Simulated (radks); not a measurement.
# Se²⁸⁺ in [He] 2s2 2p1.5 3d0.5: an all-electron calculation

The task here is to estimate one member of a computed series from the others.

Method: scalar-relativistic Kohn-Sham, r2SCAN, spin-polarised, spherical densities, finite nucleus; open shells are filled with parallel spins first. Code: radks (a radial shooting solver on a logarithmic mesh, Libxc functionals) version 1.

**Starting point**

- element: selenium (Z = 34)
- charge: +28
- electrons: 6
- configuration: [He] 2s2 2p1.5 3d0.5
- nuclear rms radius: 4.14 fm

Set-up of the first run:

Input:

```text
Z 34
configuration [He] 2s2 2p1.5 3d0.5
relativity scalar-relativistic
functional r2scan,r2scan
spin polarised
nucleus finite rms 4.14 fm
c 137.035999084
```

One of the session's tables, all rows but one given; the rest of the session is left out.

It belongs to the step «Radial structure». Radial moments (bohr):

```
  level      <r>  outermost maximum (interpolated)  90 % within
  1s up  0.04390                            0.0288       0.0784
1s down  0.04384                            0.0287       0.0783
  2s up   0.1835                             0.158        0.281
2s down   0.1842                             0.158        0.282
  2p up   0.1577                             0.125        0.254
2p down        ?                                 ?            ?
  3d up   0.3536                             0.301        0.535
3d down   0.3480                             0.297        0.526
```

Estimate the missing values for 2p down.

**Answer.** <r>: 0.1585; outermost maximum (interpolated): 0.125; 90 % within: 0.255. In the column «<r>» it lies between 2p up (0.1577) and 2s up (0.1835).
